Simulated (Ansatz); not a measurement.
# Pb (Lead): further runs on the relaxed cell

One table from this session's results is given with a row withheld; the runs are named, their logs left out.

Program: Ansatz 0.2.0. Level of theory: DFT PBE+D3(BJ), scalar-relativistic, plane waves, PAW. These are calculated values, not measurements.

1 further run of the same task is left out (set aside as unsound or not needed).

**Starting point**

It takes space group Fm-3m (No. 225, cubic). Conventional cell: a = 4.959 Å, b = 4.959 Å, c = 4.959 Å, α = 90.00°, β = 90.00°, γ = 90.00°. Around Pb (site symmetry m-3m) lie 12 Pb at 3.51 Å.

Coordinates:

```cif
data_structure
_symmetry_space_group_name_H-M 'P 1'
_symmetry_Int_Tables_number 1
_cell_length_a 3.5066
_cell_length_b 3.5066
_cell_length_c 3.5066
_cell_angle_alpha 60.000
_cell_angle_beta 60.000
_cell_angle_gamma 60.000
_cell_volume 30.49
loop_
_atom_site_label
_atom_site_type_symbol
_atom_site_fract_x
_atom_site_fract_y
_atom_site_fract_z
_atom_site_occupancy
Pb1 Pb 0.00000 0.00000 0.00000 1
```

This cell was relaxed beforehand with the same method: volume 30.49 Å³/atom, gap on the mesh none (metal).

Set-up of the first run:

File input.yaml:

```yaml
crystal:
  lattice:
    - [0.0, 2.4795414675, 2.4795414675]
    - [2.4795414675, 0.0, 2.4795414675]
    - [2.4795414675, 2.4795414675, 0.0]
  atoms:
    - { symbol: Pb, position: [0.0, 0.0, 0.0] }
basis:
  ecutwfc: 420
kpoints:
  mp_grid: { grid: [14, 14, 14] }
  band_path:
    path:
      - [[0.0, 0.0, 0.0], [0.5, 0.0, 0.5], [0.625, 0.25, 0.625]]
      - [[0.375, 0.375, 0.75], [0.0, 0.0, 0.0], [0.5, 0.5, 0.5], [0.5, 0.25, 0.75], [0.5, 0.0, 0.5]]
    npoints: 14
hamiltonian:
  xc: pbe
  dispersion: d3bj
scf:
  occupations: { method: gaussian, width: 0.1 }
  n_extra_bands: 6
output:
  forces: true
  stress: true
  eigenvalues: true
  populations: true
  dos: { projected: true, de: 0.02, nscf_kmesh: { grid: [21, 21, 21] } }
  bader: true
  write_density: true
  write_potential: true
  elf: true
  volumetric_format: npy
```

Launch:

```sh
> ansatz run input.yaml --threads 1 --pin off --max-ram 2560MiB --backend cpu --events-out ev --progress --plain --runs-dir out
```

Among the steps run: Bands, states and charges; Back to the database's cell; Point at V/V0 = 0.97; The cell scaled to 1.03 of its volume; The cell scaled to 0.94 of its volume; The cell scaled to 1.06 of its volume; Volume × 0.91; Volume × 1.10; Volume × 0.88.

One table of the session follows, with a row left open; its other results are not shown here.

It belongs to the step «Fit of the equation of state». 

| volume (Å³/atom) | energy above the lowest point (meV/atom) | pressure (GPa) |
| --- | --- | --- |
| 26.830 | 80.2 | 7.97 |
| 27.745 | 42.0 | 5.42 |
| 28.660 | 17.3 | 3.27 |
| 29.574 | 4.0 | 1.48 |
| 30.489 | 0.0 | -0.01 |
| 31.404 | ? | ? |
| 32.318 | 13.8 | -2.27 |
| 33.538 | 35.3 | -3.30 |

**Question.** Estimate the row for volume (Å³/atom) = 31.404.

Worked estimate for «energy above the lowest point (meV/atom)». A straight line through the neighbours (30.489, 0.0) and (32.318, 13.8) gives 0.0 + (13.8 − 0.0) × (31.404 − 30.489) / (32.318 − 30.489) = 6.9; a parabola fitted to 4 rows on both sides gives 3.8.

**Answer.** energy above the lowest point (meV/atom): 3.7; pressure (GPa): -1.24. In «energy above the lowest point (meV/atom)» the line misses by +3.2 and the parabola by +0.1.

Limits of these values: Warnings in the runs' records: relaxed geometry near dispersion switch.
